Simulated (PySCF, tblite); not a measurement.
**C₂H₈O₂SeSi₂: geometry, infrared bands and NMR shifts**

What infrared bands and NMR shifts should C₂H₈O₂SeSi₂ (`C[Se][Si@@H]1OC[SiH2]O1`) show?

Computed with tblite 0.8.0 and PySCF 2.14.0, with density-fitted response routines of our own, on a single molecule in the gas phase. Atoms count from 0, in the outputs and in this text.

**1. The starting structure**

15 atoms, charge 0, multiplicity 1; geometry from: force field or distance geometry start.

Bonds of the start (Å): C0–Se1 1.93, Se1–Si2 2.25, Si2–O3 1.70, O3–C4 1.38, C4–Si5 1.85, Si5–O6 1.73, O6–Si2 1.72, C0–H7 1.10, C0–H8 1.11, C0–H9 1.10, Si2–H10 1.47, C4–H11 1.11, C4–H12 1.11, Si5–H13 1.45, Si5–H14 1.47.

**2. Optimising the geometry with GFN2-xTB**

The job: settings as JSON, then the geometry in Å.

```
{"job": {"kind": "relax", "xc": "GFN2-xTB", "basis": "xTB"}, "charge": 0, "multiplicity": 1}
C      3.382800     0.420300    -0.184100
Se     1.723600    -0.381300     0.404800
Si    -0.008200    -0.058700    -0.988900
O     -0.987400     1.213800    -0.444300
C     -2.211200     0.726100    -0.018300
Si    -2.090300    -1.096400     0.246800
O     -0.941000    -1.502100    -0.979000
H      3.791500    -0.215900    -0.986300
H      4.104600     0.390900     0.655400
H      3.230000     1.447900    -0.560300
H      0.390400     0.146700    -2.392800
H     -2.476300     1.224300     0.943000
H     -2.998800     0.905800    -0.782000
H     -3.314700    -1.824700    -0.038900
H     -1.599500    -1.388600     1.597400
```

Started as:

```
$ OMP_NUM_THREADS=1 python probes_run.py task.json out
```

One launch serves the whole session: the jobs run in the order shown.

Output:

```text
step      E/eV     max force
  0    -632.90664    3.330
  1    -633.24212    2.192
  2    -633.41681    0.968
  3    -633.46153    0.638
  4    -633.51992    0.362
  5    -633.53086    0.327
  6    -633.54674    0.240
  7    -633.55519    0.260
  8    -633.56856    0.306
  9    -633.57943    0.309
 10    -633.59054    0.257
 11    -633.59946    0.253
 12    -633.60713    0.217
 13    -633.61273    0.232
 14    -633.61741    0.254
 15    -633.62320    0.252
 16    -633.63079    0.314
 17    -633.63917    0.252
 18    -633.64636    0.206
 19    -633.65205    0.200
 20    -633.65805    0.243
 21    -633.66572    0.284
 22    -633.67461    0.298
 23    -633.68373    0.326
 24    -633.69238    0.262
 25    -633.70065    0.224
 26    -633.71020    0.205
 27    -633.72174    0.262
 28    -633.73245    0.264
 29    -633.73987    0.202
 30    -633.74563    0.307
 31    -633.74948    0.404
 32    -633.75897    0.227
 33    -633.76479    0.127
 34    -633.76862    0.126
 35    -633.77102    0.124
 36    -633.77439    0.125
 37    -633.77723    0.124
 38    -633.78036    0.113
 39    -633.78232    0.109
 40    -633.78483    0.117
 41    -633.78791    0.117
 42    -633.79088    0.104
 43    -633.79306    0.101
 44    -633.79470    0.107
 45    -633.79630    0.099
 46    -633.79798    0.091
 47    -633.79961    0.089
 48    -633.80100    0.089
 49    -633.80216    0.080
 50    -633.80316    0.078
 51    -633.80424    0.072
 52    -633.80541    0.088
 53    -633.80645    0.077
 54    -633.80716    0.064
 55    -633.80765    0.055
 56    -633.80812    0.057
 57    -633.80873    0.077
 58    -633.80929    0.065
 59    -633.80977    0.055
 60    -633.81023    0.057
 61    -633.81070    0.055
 62    -633.81110    0.044
 63    -633.81138    0.035
 64    -633.81155    0.029
 65    -633.81167    0.027
 66    -633.81181    0.030
 67    -633.81201    0.049
 68    -633.81230    0.059
 69    -633.81257    0.050
 70    -633.81273    0.023
 71    -633.81279    0.017
 72    -633.81281    0.014
 73    -633.81286    0.016
 74    -633.81293    0.021
 75    -633.81300    0.022
 76    -633.81306    0.015
 77    -633.81310    0.016
 78    -633.81315    0.019
 79    -633.81324    0.026
 80    -633.81337    0.032
 81    -633.81351    0.031
 82    -633.81362    0.030
 83    -633.81371    0.021
 84    -633.81380    0.025
 85    -633.81391    0.030
 86    -633.81402    0.024
 87    -633.81413    0.023
 88    -633.81423    0.027
 89    -633.81434    0.026
 90    -633.81442    0.021
 91    -633.81451    0.028
 92    -633.81459    0.028
 93    -633.81467    0.024
 94    -633.81474    0.019
 95    -633.81479    0.021
 96    -633.81486    0.024
 97    -633.81495    0.024
 98    -633.81505    0.027
 99    -633.81512    0.026
100    -633.81516    0.018
101    -633.81519    0.015
102    -633.81524    0.019
103    -633.81531    0.022
104    -633.81539    0.024
105    -633.81547    0.020
106    -633.81556    0.023
107    -633.81565    0.024
108    -633.81575    0.024
109    -633.81591    0.031
110    -633.81615    0.035
111    -633.81644    0.043
112    -633.81674    0.037
113    -633.81697    0.057
114    -633.81718    0.047
115    -633.81733    0.029
116    -633.81746    0.019
117    -633.81752    0.018
118    -633.81758    0.020
119    -633.81764    0.022
120    -633.81771    0.021
121    -633.81778    0.019
122    -633.81784    0.018
123    -633.81790    0.020
124    -633.81793    0.017
125    -633.81796    0.010
126    -633.81797    0.009
```

Run time: 1 s. Hardware: 1 thread of Arm Neoverse V1, shared host.

Step by step: (not every step is listed)

| step | energy from step 0 (eV) | largest force (eV/Å) |
| --- | --- | --- |
| 0 | 0.0000 | 3.3296 |
| 1 | -0.3355 | 2.1917 |
| 2 | -0.5102 | 0.9681 |
| 3 | -0.5549 | 0.6384 |
| 4 | -0.6133 | 0.3622 |
| 5 | -0.6242 | 0.3271 |
| 6 | -0.6401 | 0.2402 |
| 7 | -0.6486 | 0.2605 |
| 8 | -0.6619 | 0.3063 |
| 19 | -0.7454 | 0.2005 |
| 30 | -0.8390 | 0.3074 |
| 41 | -0.8813 | 0.1172 |
| 52 | -0.8988 | 0.0879 |
| 63 | -0.9047 | 0.0355 |
| 74 | -0.9063 | 0.0208 |
| 85 | -0.9073 | 0.0303 |
| 96 | -0.9082 | 0.0236 |
| 107 | -0.9090 | 0.0244 |
| 118 | -0.9109 | 0.0196 |
| 121 | -0.9111 | 0.0188 |
| 122 | -0.9112 | 0.0181 |
| 123 | -0.9113 | 0.0197 |
| 124 | -0.9113 | 0.0165 |
| 125 | -0.9113 | 0.0102 |
| 126 | -0.9113 | 0.0086 |

Distances of close pairs at the start and the end, largest changes first:

| bond | before (Å) | after (Å) | change (Å) |
| --- | --- | --- | --- |
| Si5–O6 | 1.729 | 1.623 | -0.105 |
| Si2–O6 | 1.719 | 1.637 | -0.081 |
| C4–Si5 | 1.846 | 1.922 | +0.076 |
| Si2–O3 | 1.695 | 1.621 | -0.075 |
| O3–C4 | 1.385 | 1.420 | +0.035 |
| C0–Se1 | 1.935 | 1.958 | +0.024 |
| C4–H11 | 1.115 | 1.092 | -0.023 |
| C0–H8 | 1.108 | 1.086 | -0.021 |

The end geometry stands in the next job.

**3. Vibrational analysis with GFN2-xTB**

The job: settings as JSON, then the geometry in Å.

```
{"job": {"kind": "ir", "xc": "GFN2-xTB", "basis": "xTB"}, "charge": 0, "multiplicity": 1}
C      3.166299     0.641449    -0.383364
Se     2.103317    -0.620411     0.671782
Si     0.264747    -0.409436    -0.575249
O     -0.594033     0.927023    -0.254679
C     -1.983450     0.759642    -0.013935
Si    -2.292221    -1.126206     0.192258
O     -0.785244    -1.601673    -0.179484
H      3.160776     0.323905    -1.421812
H      4.181421     0.634603     0.003207
H      2.737298     1.634015    -0.289806
H      0.513779    -0.544318    -2.004125
H     -2.233032     1.357780     0.865026
H     -2.523031     1.185585    -0.864671
H     -3.172506    -1.643373    -0.843014
H     -2.548534    -1.510596     1.570297
```

Output:

```text
mode    cm-1     km/mol
  1      27.0      2.34
  2      64.9      4.30
  3      97.6      0.35
  4     124.1      0.11
  5     143.9      0.58
  6     158.3      1.44
  7     193.6     14.19
  8     365.9     30.46
  9     430.6     20.23
 10     474.5     18.93
 11     496.8     38.67
 12     567.7      5.96
 13     576.1     50.22
 14     615.0     59.71
 15     637.1    113.39
 16     697.6     69.76
 17     727.7    416.47
 18     748.7    301.11
 19     759.5     76.53
 20     809.7     54.28
 21     828.9    275.53
 22     886.8      8.09
 23     889.9     19.57
 24     942.8    306.27
 25    1071.1    288.35
 26    1167.3      6.24
 27    1253.0      7.44
 28    1288.1     11.65
 29    1439.5      5.44
 30    1441.3      7.75
 31    1466.8      3.39
 32    2301.3    217.65
 33    2340.3    437.96
 34    2346.0    206.07
 35    2920.3     47.00
 36    2951.8     22.62
 37    3019.8      7.16
 38    3031.2      9.56
 39    3035.8      5.54
```

Run time: 0.63 s. Hardware: 1 thread of Arm Neoverse V1, shared host.

The strongest bands and the atoms that carry them (share of the mass-weighted mode):

| cm⁻¹ | km/mol | atoms |
| --- | --- | --- |
| 728 | 416.5 | H10 56 %, C4 18 %, Si2 10 % |
| 749 | 301.1 | H14 41 %, H13 35 % |
| 829 | 275.5 | O3 36 %, Si2 34 %, C4 10 % |
| 943 | 306.3 | O6 69 %, Si5 12 % |
| 1071 | 288.4 | O3 50 %, C4 41 % |
| 2301 | 217.7 | H10 96 % |
| 2340 | 438.0 | H13 88 % |
| 2346 | 206.1 | H14 89 % |

**4. Nuclear shieldings: PBE0/pcSseg-1**

Same as in step 3 but for these lines:

```diff
@@ -1,2 +1,2 @@
-{"job": {"kind": "ir", "xc": "GFN2-xTB", "basis": "xTB"}, "charge": 0, "multiplicity": 1}
+{"job": {"kind": "nmr", "xc": "PBE0", "basis": "pcSseg-1"}, "charge": 0, "multiplicity": 1}
 C      3.166299     0.641449    -0.383364
```

Level: GIAO PBE0/pcSseg-1 NMR shielding, non-relativistic, gas phase.

Output:

```text
coarse grid: 60656 points
cycle   1  E = -3210.8775408202  dE =  1.013e-02  |g| = 1.164e+00  |ddm| = 3.766e+00
cycle   2  E = -3210.6077691878  dE =  2.698e-01  |g| = 1.585e+00  |ddm| = 2.061e+00
cycle   3  E = -3211.0453985381  dE = -4.376e-01  |g| = 2.238e-01  |ddm| = 1.546e+00
cycle   4  E = -3211.0535951036  dE = -8.197e-03  |g| = 4.937e-02  |ddm| = 1.902e-01
cycle   5  E = -3211.0539463908  dE = -3.513e-04  |g| = 2.117e-02  |ddm| = 5.745e-02
cycle   6  E = -3211.0540525592  dE = -1.062e-04  |g| = 4.864e-03  |ddm| = 2.133e-02
cycle   7  E = -3211.0540563698  dE = -3.811e-06  |g| = 1.929e-03  |ddm| = 5.026e-03
final grid: 124736 points
cycle   8  E = -3211.0540181138  dE =  7.777e-07  |g| = 2.835e-03  |ddm| = 3.776e-03
cycle   9  E = -3211.0540159612  dE =  2.153e-06  |g| = 4.459e-03  |ddm| = 5.567e-03
cycle  10  E = -3211.0540196781  dE = -3.717e-06  |g| = 3.281e-04  |ddm| = 3.370e-03
cycle  11  E = -3211.0540197033  dE = -2.516e-08  |g| = 2.421e-05  |ddm| = 3.225e-04
cycle  12  E = -3211.0540197034  dE = -1.246e-10  |g| = 7.405e-06  |ddm| = 2.418e-05
converged SCF energy = -3211.0540197034

GIAO shielding tensors (ppm)
atom      isotropic    diamagn.    paramagn.     s11        s22        s33       span
  0 C      182.508     248.772     -66.264    175.089    176.855    195.580     20.490
  1 Se    1981.790    3004.411   -1022.622   1792.881   1929.224   2223.264    430.383
  2 Si     337.154     881.570    -544.416    279.334    354.699    377.430     98.096
  3 O      297.811     400.100    -102.289    243.486    307.181    342.767     99.280
  4 C      132.698     247.264    -114.566     95.241    111.529    191.324     96.083
  5 Si     368.752     880.208    -511.455    341.541    349.423    415.293     73.752
  6 O      276.669     399.591    -122.922    218.696    280.717    330.594    111.898
  7 H       29.827      29.409       0.419     23.278     27.489     38.715     15.437
  8 H       29.954      28.044       1.910     23.584     26.679     39.598     16.014
  9 H       29.677      30.424      -0.747     22.166     28.154     38.711     16.545
 10 H       26.107      30.542      -4.436     21.776     24.296     32.248     10.471
 11 H       27.491      29.346      -1.854     22.898     25.304     34.272     11.374
 12 H       27.627      28.769      -1.143     22.682     25.316     34.882     12.200
 13 H       26.691      28.484      -1.794     23.170     23.992     32.910      9.740
 14 H       26.719      29.111      -2.392     23.027     24.290     32.840      9.814
```

Run time: 47 s. Hardware: 1 thread of Arm Neoverse V1, shared host; peak memory 1 GiB.

The references, computed at this level on geometries of the same kind, shield at (ppm): ¹H TMS 31.72, ¹³C TMS 186.9, ²⁹Si TMS 349.2, ¹⁷O H2O 336.1, ⁷⁷Se Me2Se 1758. Their shielding less the atom's gives the shift. The references are single molecules in the gas phase, so shifts against H2O, NH3, PH3, H3PO4 or CFCl3 are not on the usual liquid scales and can be off by tens of ppm. Atoms listed in one row are averaged.

| atoms | environment | σ (ppm) | δ (ppm) |
| --- | --- | --- | --- |
| C4 | sp3 CH2 bonded to O and Si | 132.7 | 54.2 |
| C0 | methyl carbon bonded to Se | 182.5 | 4.4 |
| H10 | hydrogen on a silicon bonded to 2 O, Se, in a 5-membered ring | 26.11 | 5.61 |
| H13 | hydrogen on a silicon bonded to C, O, in a 5-membered ring | 26.69 | 5.03 |
| H14 | hydrogen on a silicon bonded to C, O, in a 5-membered ring | 26.72 | 5.00 |
| H11 | hydrogen on an sp3 CH2 bonded to O and Si | 27.49 | 4.23 |
| H12 | hydrogen on an sp3 CH2 bonded to O and Si | 27.63 | 4.09 |
| H7, H8, H9 | hydrogen on a methyl carbon bonded to Se | 29.82 | 1.90 |
| Se1 | selenium bonded to C, Si | 1982 | -223 |
| Si2 | silicon bonded to 2 O, Se, H, in a 5-membered ring | 337.2 | 12.0 |
| Si5 | silicon bonded to C, O, 2 H, in a 5-membered ring | 368.8 | -19.6 |
| O6 | oxygen bonded to 2 Si, in a 5-membered ring | 276.7 | 59.4 |
| O3 | oxygen bonded to C, Si, in a 5-membered ring | 297.8 | 38.3 |

The run also stored atomic charges by several schemes (e):

| atoms | Mulliken | IAO | Hirshfeld | ESP fit |
| --- | --- | --- | --- | --- |
| C0 | -0.36 | -0.53 | -0.13 | -0.60 |
| Se1 | -0.39 | -0.10 | -0.04 | -0.13 |
| Si2 | 1.11 | 1.18 | 0.40 | 0.47 |
| O3 | -0.61 | -0.65 | -0.24 | -0.34 |
| C4 | -0.23 | -0.35 | -0.09 | -0.09 |
| Si5 | 0.80 | 0.99 | 0.42 | 0.66 |
| O6 | -0.72 | -0.89 | -0.32 | -0.45 |

Mayer bond orders: C0–Se1 1.02, Se1–Si2 0.97, Si2–O3 1.02, O3–C4 0.86, C4–Si5 0.91, Si5–O6 0.95, O6–Si2 0.94.

Ring of atoms Si2, O3, C4, Si5, O6: NICS(0) -6.3, NICS(1) -2.4, NICS(1)zz -3.5 ppm (means of both faces).

The fields below are evaluated on a grid from the run's orbitals.

Frontier orbitals at PBE0/pcSseg-1, with the share of their density that lies nearest to each atom:

| orbital | energy (eV) | lies on |
| --- | --- | --- |
| HOMO | -6.66 | Se1 81 % |
| LUMO | -0.17 | Se1 26 %; Si2 14 %; C0 12 % |

ELF in a plane through or near 7 of the atoms.

Ten even steps from '0' (0.00) to '9' (0.99):
```
0000000000000000000000000000
0000000000000000000000000000
0000000000000000000000000000
0000000000000000000000000000
0000000000000110011000000000
0000005996003673255200000000
0000008999004887436300000000
0000007998002744553300000000
0000235895002667548710000000
0001675154131175289721000000
0001776254361612131134100000
0000555654571716637668400000
0000111224673057672188410000
0000000036764276381387300000
0000000057751068861144100000
0000000046740036630000000000
0000000013320002200000000000
0000000000000000000000000000
0000000000000000000000000000
0000000000000000000000000000
```
The map spans 13.6 Å across and 8.7 Å up, centred on the molecule. Atoms in the plane (x, y in Å): C0 (-3.2, 0.1), Si2 (-0.2, -0.5), O3 (0.4, 1.0), C4 (1.8, 1.1), Si5 (2.5, -0.7), O6 (1.1, -1.4), H9 (-3.0, 1.1).

On the surface of density 0.002 e/bohr³ the electrostatic potential runs, from the 1st to the 99th percentile, from -1.25 V near O3 to 1.56 V near Si5.

**5. Results**

| quantity | value |
| --- | --- |
| strongest single infrared mode (GFN2-xTB) | 2340 cm⁻¹, 438 km/mol |
| zero-point energy (GFN2-xTB) | 62.0 kcal/mol |
| ¹³C shifts against TMS (PBE0/pcSseg-1) | 54.2, 4.4 ppm |
| ¹H shifts against TMS (PBE0/pcSseg-1, means over atoms taken as alike) | 5.61, 5.03, 5.00, 4.23, 4.09, 1.90 ppm |
| ⁷⁷Se shifts against Me2Se (PBE0/pcSseg-1) | -223 ppm |
| ²⁹Si shifts against TMS (PBE0/pcSseg-1) | 12.0, -19.6 ppm |
| ¹⁷O shifts against H2O (PBE0/pcSseg-1) | 59.4, 38.3 ppm |
| surface potential, 1st and 99th percentile | -1.25 V and 1.56 V |

**Reading.** The optimisation took 126 steps and gained 0.911 eV; among the close pairs (by a distance rule), Si5–O6 changed most, from 1.729 to 1.623 Å. All 39 modes are real, so the xTB geometry is a minimum. The strongest single mode, at 2340 cm⁻¹, moves mainly H13. Unscaled tight-binding wavenumbers are off by several per cent, some by more. Its intensities can rank the bands wrongly. The most deshielded carbon is C4 (sp3 CH2 bonded to O and Si), at 54.2 ppm: deshielded by the electronegative neighbour. At PBE0/pcSseg-1: Shielding is most anisotropic at Se1 (span 430 ppm, paramagnetic term -1023 ppm). Spin-orbit coupling is left out, which matters for shieldings and couplings at and beside the heavy atoms.
